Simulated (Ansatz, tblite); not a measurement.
# The cluster V2S4: rung by rung

Aim: run the singlet of the cluster V2S4 at one geometry on many levels, and compare frontier levels, spin and run time.

Program: Ansatz 0.2.0, Gaussian basis. Level of theory: as each input shows. These are calculated values, not measurements.

The runs, in order: GFN1-xTB, GFN2-xTB, PBE-D4/def2-TZVP, r2SCAN-D4/def2-TZVP, B97M-V/def2-TZVP, r2SCANh-D4/def2-TZVP, LC-ωPBE/def2-TZVP, PBE-D4/def2-SVP, PBE0-D4/def2-SVP, HF/STO-3G, CCSD(T)/def2-SVP, MP2/def2-TZVP.

4 further runs of the same task are left out: 4 set aside as unsound or not needed. Runs told in other sessions of the task aren't counted.

### Step 1. The geometry

The geometry is that of the singlet, from an earlier relaxation (PBE0-D4/def2-SVP). At that level it is the lowest of the isomers that a small search found.

6 atoms, charge 0, spin multiplicity 1.

Bond lengths: V1–S3 2.425 Å, V1–S4 2.426 Å, V1–S5 2.246 Å, V2–S3 2.401 Å, V2–S4 2.402 Å, V2–S5 2.253 Å, V2–S6 2.623 Å, S3–S6 2.145 Å, S4–S6 2.145 Å. Angles: S3–V1–S4 84.8°, S3–V1–S5 115.6°, S4–V1–S5 115.6°, S3–V2–S4 85.9°, S3–V2–S5 116.2°, S3–V2–S6 50.3°, S4–V2–S5 116.3°, S4–V2–S6 50.3°, S5–V2–S6 156.5°, V1–S3–V2 43.4°, V1–S3–S6 87.7°, V2–S3–S6 70.2°, V1–S4–V2 43.4°, V1–S4–S6 87.7°, V2–S4–S6 70.2°, V1–S5–V2 46.7°, V2–S6–S3 59.5°, V2–S6–S4 59.5° and more.

Geometry (Å):

```tsv
atom	x (Å)	y (Å)	z (Å)
V1	-1.1458	-0.2981	0.2569
V2	0.3791	-0.6234	-0.6087
S3	-0.2443	1.6874	-0.8051
S4	0.7924	-0.1350	1.7060
S5	-1.2387	-2.1317	-1.0372
S6	1.4574	1.5009	0.4880
```

No spin-orbit coupling is included.

PBE0-D4/def2-TZVP was run before; its log isn't repeated, and its numbers join the tables.

### Step 2. GFN1-xTB

Tight binding, by tblite at 300 K electronic temperature and without a spin-polarisation term:

```python
tblite.interface.Calculator('GFN1-xTB', numbers, positions, charge=0, uhf=0).singlepoint()
```

Energy -474.8744 eV, HOMO -10.41 eV, LUMO -9.82 eV; 0.01 s.

### Step 3. GFN2-xTB

Tight binding, by tblite at 300 K electronic temperature and without a spin-polarisation term:

```python
tblite.interface.Calculator('GFN2-xTB', numbers, positions, charge=0, uhf=0).singlepoint()
```

Energy -454.2050 eV, HOMO -10.02 eV, LUMO -9.21 eV; 0.009 s.

### Step 4. PBE-D4/def2-TZVP

start.molden holds the orbitals of an earlier run on this state, given as this run's starting guess.

Contents of in.yaml:

```yaml
crystal:
  periodic: [false, false, false]
  atoms:
    - {symbol: V, position_ang: [-1.145822, -0.298087, 0.256942]}
    - {symbol: V, position_ang: [0.379091, -0.623383, -0.608695]}
    - {symbol: S, position_ang: [-0.244295, 1.687351, -0.805077]}
    - {symbol: S, position_ang: [0.792399, -0.135036, 1.706046]}
    - {symbol: S, position_ang: [-1.238734, -2.131716, -1.037206]}
    - {symbol: S, position_ang: [1.457352, 1.500861, 0.487990]}
basis:
  gaussian: {orbitals: def2-TZVP, initial_orbitals: start.molden}
hamiltonian: {xc: pbe, dispersion: d4}
scf: {omitted_lower_state_checks: [starts]}
output: {forces: true, orbitals: {seedname: orbitals}}
```

Command:

```bash
ansatz run in.yaml --threads 4 --pin off --events-out ev --progress --plain --max-ram 4787MiB
```

The runs that follow: r2SCAN-D4/def2-TZVP; B97M-V/def2-TZVP; r2SCANh-D4/def2-TZVP; LC-ωPBE/def2-TZVP; PBE-D4/def2-SVP; PBE0-D4/def2-SVP; HF/STO-3G; CCSD(T)/def2-SVP; MP2/def2-TZVP.

Before running them: what should the planned runs give, taken together? Wanted: gap in def2-TZVP, named functionals, smallest and largest; correlation energy, CCSD(T)/def2-SVP; correlation energy, MP2/def2-TZVP; binding an atom, B97M-V/def2-TZVP; PBE0 total energy, smallest basis above largest.

The runs gave:

| quantity | value |
| --- | --- |
| gap in def2-TZVP, named functionals, smallest and largest | 1.58 eV (PBE-D4), 8.22 eV (LC-ωPBE) |
| correlation energy, CCSD(T)/def2-SVP | -40.23 eV |
| correlation energy, MP2/def2-TZVP | -45.98 eV |
| binding an atom, B97M-V/def2-TZVP | 3.42 eV |
| PBE0 total energy, smallest basis above largest | 22.03 eV (def2-SVP, def2-TZVP) |

Over the named functionals in def2-TZVP the gap runs from 1.58 eV (PBE-D4) to 8.22 eV (LC-ωPBE); exact exchange widens it. Notes on CCSD(T)/def2-SVP: state flagged by the program.
